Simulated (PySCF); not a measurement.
# C5H7NOSi (1-isocyanato-1-silacyclopent-3-ene): the cost of one run

Computed with PySCF 2.14.0, with density-fitted response routines of our own, on a single molecule, in the gas phase or a continuum. Atoms count from 0, in the outputs and in this text.

### 1 The molecule as given

15 atoms, charge 0, multiplicity 1; geometry from: GFN2-xTB. The atoms were then displaced at random by about 0.01 Å, so the start is not that level's minimum.

Bonds of the start (Å): O0–C1 1.17, C1–N2 1.20, N2–Si3 1.68, Si3–C4 1.92, C4–C5 1.49, C5–C6 1.33, C6–C7 1.50, C7–Si3 1.91, Si3–H8 1.48, C4–H9 1.11, C4–H10 1.08, C5–H11 1.07, C6–H12 1.10, C7–H13 1.07, C7–H14 1.11.

### 2 Geometry optimisation at PBE0-D3(BJ)/def2-TZVP

Job settings and geometry (Å):

```
{"job": {"xc": "PBE0", "basis": "def2-TZVP", "d3": "d3bj", "grid": 2, "shake": 0.01, "kind": "geom"}, "charge": 0, "multiplicity": 1}
O      3.990460     0.121440    -0.756430
C      3.016190     0.135770    -0.101790
N      2.087480     0.137170     0.650890
Si     0.456700     0.082300     1.041710
C     -0.596340     1.364610     0.068020
C     -1.441870     0.551500    -0.853310
C     -1.364600    -0.773890    -0.776930
C     -0.444120    -1.397410     0.228960
H      0.411350     0.165890     2.519600
H     -1.237500     1.973350     0.731920
H      0.009300     2.071560    -0.480260
H     -2.070920     1.060600    -1.548830
H     -1.985750    -1.408450    -1.426440
H      0.202630    -2.100460    -0.248390
H     -1.048340    -2.001360     0.944030
```

Run with:

```sh
OMP_NUM_THREADS=2 python probes_run.py task.json out
```

The driver reads the jobs from task.json and runs them one after another.

Q: Estimate the wall time and peak memory of this first job on 2 threads of Intel Xeon Platinum 8488C, shared host.

About 4.8 min, with a peak of 1.8 GiB.
